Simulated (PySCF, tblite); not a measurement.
# C₅H₈N₂Si: dynamics, then NMR shifts on frames

How do NMR shifts of C₅H₈N₂Si (`[SiH3]Cc1ncccn1`) change as the atoms move?

Computed with tblite 0.8.0 and PySCF 2.14.0, with density-fitted response routines of our own, on a single molecule in the gas phase. Atoms are numbered from 0 throughout.

### 1 The molecule as given

16 atoms, charge 0, multiplicity 1; geometry from: GFN2-xTB.

Bonds of the start (Å): Si0–C1 1.91, C1–C2 1.48, C2–N3 1.33, N3–C4 1.32, C4–C5 1.39, C5–C6 1.39, C6–N7 1.32, N7–C2 1.33, Si0–H8 1.46, Si0–H9 1.46, Si0–H10 1.46, C1–H11 1.09, C1–H12 1.09, C4–H13 1.08, C5–H14 1.08, C6–H15 1.08.

### 2 A short Langevin run with GFN2-xTB

Job settings and geometry (Å):

```
{"job": {"kind": "md", "xc": "GFN2-xTB", "basis": "xTB", "temperature": 200, "steps": 2000, "every": 50, "frames": 5}, "charge": 0, "multiplicity": 1}
Si     2.434186    -0.623967     0.658629
C      1.511121     0.523699    -0.564320
C      0.058118     0.352368    -0.377015
N     -0.543874     1.129006     0.521680
C     -1.838615     0.951837     0.707680
C     -2.566004    -0.001086     0.009059
C     -1.843222    -0.765129    -0.895900
N     -0.548388    -0.595911    -1.088297
H      2.066143    -2.012745     0.387175
H      3.868832    -0.423624     0.443204
H      2.067735    -0.262412     2.027210
H      1.780559     0.259806    -1.584569
H      1.783304     1.558092    -0.366915
H     -2.303155     1.599826     1.441593
H     -3.623471    -0.140418     0.160673
H     -2.310868    -1.540398    -1.491296
```

Method: GFN2-xTB Langevin dynamics, gas phase.

The run is started by

```
$ OMP_NUM_THREADS=1 python probes_run.py task.json out
```

One launch serves the whole session: the jobs run in the order shown.

The program printed:

```text
t/fs     T/K      E/eV
    0.0   162.6   -608.16191
   25.0    87.1   -608.01981
   50.0   134.6   -607.97306
   75.0   139.5   -607.90359
  100.0   134.6   -607.86080
  125.0   147.2   -607.87874
  150.0   163.9   -607.83659
  175.0   188.8   -607.83707
  200.0   183.0   -607.69052
  225.0   174.8   -607.70363
  250.0   211.0   -607.84577
  275.0   219.2   -607.86418
  300.0   153.8   -607.66772
  325.0   230.8   -607.86050
  350.0   225.8   -607.83772
  375.0   203.2   -607.86828
  400.0   166.7   -607.86828
  425.0   147.2   -607.79446
  450.0   188.0   -607.78918
  475.0   197.3   -607.77880
  500.0   207.4   -607.84663
  525.0   202.1   -607.79325
  550.0   220.9   -607.72127
  575.0   171.7   -607.68852
  600.0   259.1   -607.78240
  625.0   183.0   -607.72140
  650.0   219.3   -607.85394
  675.0   201.5   -607.84558
  700.0   220.6   -607.91307
  725.0   249.8   -607.82488
  750.0   214.4   -607.72247
  775.0   259.2   -607.77674
  800.0   273.8   -607.69230
  825.0   235.1   -607.74586
  850.0   144.8   -607.68941
  875.0   207.1   -607.79555
  900.0   227.4   -607.77767
  925.0   261.2   -607.74766
  950.0   294.2   -607.78890
  975.0   255.2   -607.58735
 1000.0   268.4   -607.70185
```

Wall time 13 s (1 thread of Arm Neoverse V1, shared host); peak memory 0.18 GiB.

Distance from the start (root mean square after alignment): 0 fs 0.00 Å, 200 fs 0.48 Å, 400 fs 0.38 Å, 600 fs 0.13 Å, 800 fs 0.40 Å, 1000 fs 1.00 Å.

Positions (Å) and forces (eV/Å) at 1000 fs:

```xyz
16

Si    2.400    0.181    0.947    0.363    0.046    0.579
C     0.900    1.294    1.212   -0.944    0.755    1.146
C    -0.367    0.574    0.921   -0.856   -0.255   -1.219
N    -1.544    1.110    1.310   -0.041   -1.308   -0.286
C    -2.632    0.471    0.872   -0.162    0.611    0.458
C    -2.599   -0.598   -0.035   -1.398    0.247   -0.250
C    -1.378   -1.110   -0.386    1.743    0.575    0.943
N    -0.273   -0.513    0.130   -0.441    0.024    0.058
H     3.001    0.567   -0.328    0.072   -0.125   -0.065
H     3.305    0.646    2.066   -0.202   -0.424   -0.491
H     1.975   -1.225    0.991    0.341    0.249    0.108
H     0.925    2.149    0.533    0.050   -0.071   -0.153
H     0.813    1.803    2.228    0.139   -0.822   -1.004
H    -3.604    0.846    1.294    0.998   -0.314   -0.608
H    -3.542   -0.941   -0.495    0.596   -0.004    0.475
H    -1.184   -2.021   -0.985   -0.258    0.816    0.309
```

### 3 Nuclear shieldings: 250 fs, PBE0/pcSseg-1

Job settings and geometry (Å):

```
{"job": {"kind": "nmr", "xc": "PBE0", "basis": "pcSseg-1", "pop": false}, "charge": 0, "multiplicity": 1}
Si     2.305800    -0.206600     0.785500
C      1.092900     0.438700    -0.559300
C     -0.328100     0.138900    -0.300600
N     -0.849600     0.619000     0.810000
C     -2.099700     0.296100     1.113200
C     -2.895600    -0.404000     0.198900
C     -2.277600    -0.727900    -0.986100
N     -0.958800    -0.568600    -1.230400
H      1.969500    -1.677900     0.905800
H      3.672100     0.066100     0.272000
H      2.202800     0.446800     2.097200
H      1.331600     0.039100    -1.520000
H      1.185100     1.575700    -0.582700
H     -2.341100     0.674900     2.052500
H     -3.914100    -0.643200     0.463900
H     -2.852200    -1.207300    -1.796500
```

Method: GIAO PBE0/pcSseg-1 NMR shielding, non-relativistic, gas phase.

The program printed:

```text
coarse grid: 14144 points
cycle   1  E = -593.7073343348  dE =  1.222e+00  |g| = 4.294e-01  |ddm| = 3.745e+00
cycle   2  E = -593.6898175267  dE =  1.752e-02  |g| = 5.334e-01  |ddm| = 8.812e-01
cycle   3  E = -593.7503276938  dE = -6.051e-02  |g| = 8.426e-02  |ddm| = 4.626e-01
cycle   4  E = -593.7514306369  dE = -1.103e-03  |g| = 4.538e-02  |ddm| = 8.957e-02
cycle   5  E = -593.7519327085  dE = -5.021e-04  |g| = 9.414e-03  |ddm| = 4.916e-02
cycle   6  E = -593.7519520821  dE = -1.937e-05  |g| = 3.534e-03  |ddm| = 1.133e-02
cycle   7  E = -593.7519552349  dE = -3.153e-06  |g| = 7.131e-04  |ddm| = 3.578e-03
final grid: 132928 points
cycle   8  E = -593.7952890640  dE = -3.265e-05  |g| = 6.092e-03  |ddm| = 3.079e-02
cycle   9  E = -593.7952872312  dE =  1.833e-06  |g| = 6.791e-03  |ddm| = 1.291e-02
cycle  10  E = -593.7952982227  dE = -1.099e-05  |g| = 1.326e-03  |ddm| = 6.954e-03
cycle  11  E = -593.7952986383  dE = -4.156e-07  |g| = 3.411e-04  |ddm| = 1.397e-03
cycle  12  E = -593.7952986649  dE = -2.662e-08  |g| = 1.000e-04  |ddm| = 3.339e-04
cycle  13  E = -593.7952986668  dE = -1.907e-09  |g| = 3.189e-05  |ddm| = 8.585e-05
cycle  14  E = -593.7952986670  dE = -1.804e-10  |g| = 1.539e-05  |ddm| = 3.848e-05
converged SCF energy = -593.7952986670

GIAO shielding tensors (ppm)
atom      isotropic    diamagn.    paramagn.     s11        s22        s33       span
  0 Si     415.658     878.521    -462.863    376.050    409.661    461.263     85.213
  1 C      156.708     250.816     -94.108    134.897    145.516    189.710     54.813
  2 C        9.339     256.722    -247.382    -73.309    -24.903    126.230    199.539
  3 N      -61.147     334.358    -395.505   -308.121   -161.746    286.425    594.546
  4 C       21.400     251.738    -230.338    -96.050      6.583    153.667    249.716
  5 C       67.118     261.694    -194.576    -45.145     65.602    180.896    226.041
  6 C       20.350     248.204    -227.853    -91.179      4.786    147.444    238.623
  7 N      -59.471     330.747    -390.218   -290.809   -160.510    272.907    563.717
  8 H       27.181      28.186      -1.005     23.982     25.961     31.599      7.617
  9 H       27.280      27.730      -0.450     23.956     25.278     32.605      8.649
 10 H       27.259      28.639      -1.380     23.666     26.047     32.063      8.397
 11 H       29.256      31.826      -2.570     24.259     28.805     34.703     10.444
 12 H       27.625      29.081      -1.456     25.086     25.901     31.890      6.804
 13 H       23.172      32.513      -9.341     19.343     22.608     27.565      8.222
 14 H       24.541      29.929      -5.388     22.814     23.867     26.942      4.127
 15 H       22.650      28.634      -5.984     18.780     23.074     26.094      7.314
```

Run time: 22 s. Hardware: 1 thread of Arm Neoverse V1, shared host; peak memory 0.82 GiB.

Shifts follow as δ = σ(reference) − σ, with reference shieldings (ppm) from runs at the same level and on the same kind of geometry: 1H TMS 31.72, 13C TMS 186.9, 29Si TMS 349.2, 15N NH3 267.7. The references are single molecules in the gas phase, so shifts against H2O, NH3, PH3, H3PO4 or CFCl3 are not on the usual liquid scales and can be off by tens of ppm. Each atom is listed at this fixed geometry, with no averaging over motion; a spectrum would average atoms that exchange fast.

| atoms | environment | σ (ppm) | δ (ppm) |
| --- | --- | --- | --- |
| C2 | substituted aromatic carbon next to a ring nitrogen | 9.3 | 177.6 |
| C6 | aromatic CH next to a ring nitrogen | 20.4 | 166.6 |
| C4 | aromatic CH next to a ring nitrogen | 21.4 | 165.5 |
| C5 | aromatic CH | 67.1 | 119.8 |
| C1 | sp3 CH2 bonded to Si, on an aromatic ring | 156.7 | 30.2 |
| H15 | hydrogen on an aromatic CH next to a ring nitrogen | 22.65 | 9.07 |
| H13 | hydrogen on an aromatic CH next to a ring nitrogen | 23.17 | 8.54 |
| H14 | hydrogen on an aromatic CH | 24.54 | 7.18 |
| H8 | hydrogen on a silicon bonded to C | 27.18 | 4.54 |
| H10 | hydrogen on a silicon bonded to C | 27.26 | 4.46 |
| H9 | hydrogen on a silicon bonded to C | 27.28 | 4.44 |
| H12 | hydrogen on an sp3 CH2 bonded to Si, on an aromatic ring | 27.63 | 4.09 |
| H11 | hydrogen on an sp3 CH2 bonded to Si, on an aromatic ring | 29.26 | 2.46 |
| Si0 | silicon bonded to C, 3 H | 415.7 | -66.5 |
| N3 | pyridine-type ring nitrogen | -61.1 | 328.9 |
| N7 | pyridine-type ring nitrogen | -59.5 | 327.2 |

Ring of atoms C2, N3, C4, C5, C6, N7: NICS(0) -5.4, NICS(1) -10.3, NICS(1)zz -25.3 ppm (means of both faces).

### 4 Nuclear shieldings: 425 fs, PBE0/pcSseg-1

Job settings and geometry (Å):

```
{"job": {"kind": "nmr", "xc": "PBE0", "basis": "pcSseg-1", "pop": false}, "charge": 0, "multiplicity": 1}
Si     1.791200    -0.207500     1.017600
C      0.730600     0.627200    -0.348600
C     -0.692200     0.256500    -0.042900
N     -1.284700     0.554700     1.134000
C     -2.509800     0.140200     1.345600
C     -3.121800    -0.745200     0.463400
C     -2.402300    -1.047600    -0.664200
N     -1.204000    -0.614200    -0.933800
H      1.349100    -1.520500     1.327400
H      3.224700    -0.069600     0.723100
H      1.413000     0.489500     2.235600
H      1.050700     0.312100    -1.338400
H      0.907000     1.665700    -0.195100
H     -3.007800     0.401800     2.284300
H     -4.157300    -1.076400     0.613800
H     -2.875100    -1.679100    -1.457200
```

Method: GIAO PBE0/pcSseg-1 NMR shielding, non-relativistic, gas phase.

The program printed:

```text
coarse grid: 14144 points
cycle   1  E = -593.6995142296  dE =  1.264e+00  |g| = 4.461e-01  |ddm| = 3.754e+00
cycle   2  E = -593.6813016397  dE =  1.821e-02  |g| = 5.569e-01  |ddm| = 8.868e-01
cycle   3  E = -593.7467659690  dE = -6.546e-02  |g| = 6.657e-02  |ddm| = 4.405e-01
cycle   4  E = -593.7474538180  dE = -6.878e-04  |g| = 3.468e-02  |ddm| = 6.780e-02
cycle   5  E = -593.7477176595  dE = -2.638e-04  |g| = 9.038e-03  |ddm| = 3.526e-02
cycle   6  E = -593.7477322494  dE = -1.459e-05  |g| = 4.682e-03  |ddm| = 1.174e-02
cycle   7  E = -593.7477375110  dE = -5.262e-06  |g| = 8.317e-04  |ddm| = 4.705e-03
final grid: 132928 points
cycle   8  E = -593.7912032026  dE = -3.165e-05  |g| = 6.180e-03  |ddm| = 2.819e-02
cycle   9  E = -593.7912004241  dE =  2.778e-06  |g| = 7.137e-03  |ddm| = 1.330e-02
cycle  10  E = -593.7912125841  dE = -1.216e-05  |g| = 1.391e-03  |ddm| = 7.440e-03
cycle  11  E = -593.7912130484  dE = -4.643e-07  |g| = 3.191e-04  |ddm| = 1.456e-03
cycle  12  E = -593.7912130716  dE = -2.319e-08  |g| = 1.046e-04  |ddm| = 3.269e-04
cycle  13  E = -593.7912130737  dE = -2.073e-09  |g| = 3.332e-05  |ddm| = 9.301e-05
cycle  14  E = -593.7912130739  dE = -2.057e-10  |g| = 1.560e-05  |ddm| = 3.892e-05
converged SCF energy = -593.7912130739

GIAO shielding tensors (ppm)
atom      isotropic    diamagn.    paramagn.     s11        s22        s33       span
  0 Si     414.358     879.925    -465.567    374.611    390.424    478.040    103.429
  1 C      161.874     251.171     -89.297    137.747    150.356    197.520     59.772
  2 C        3.204     256.611    -253.406    -81.090    -30.671    121.374    202.464
  3 N      -64.087     332.464    -396.552   -332.224   -145.091    285.053    617.277
  4 C       23.647     250.095    -226.448    -92.355     15.642    147.654    240.008
  5 C       64.199     263.546    -199.347    -50.633     69.644    173.586    224.220
  6 C       25.796     248.098    -222.302    -83.232     16.117    144.503    227.735
  7 N      -66.647     332.184    -398.832   -296.466   -166.901    263.424    559.890
  8 H       28.805      30.434      -1.628     25.404     27.991     33.021      7.618
  9 H       27.523      28.594      -1.071     24.194     24.921     33.452      9.258
 10 H       27.497      29.686      -2.189     23.669     26.764     32.057      8.388
 11 H       28.680      31.061      -2.381     24.348     27.530     34.163      9.816
 12 H       29.418      31.138      -1.720     26.716     27.319     34.220      7.504
 13 H       22.568      29.166      -6.598     18.885     22.400     26.419      7.534
 14 H       24.547      29.259      -4.712     22.763     23.975     26.902      4.139
 15 H       22.654      28.436      -5.782     18.087     23.664     26.212      8.124
```

Run time: 22 s. Hardware: 1 thread of Arm Neoverse V1, shared host; peak memory 0.89 GiB.

This run: δ C2 183.7, C4 163.3, C6 161.1, C5 122.7, H13 9.15, H15 9.06 ppm.

(Part 1 of 2 ends here.)
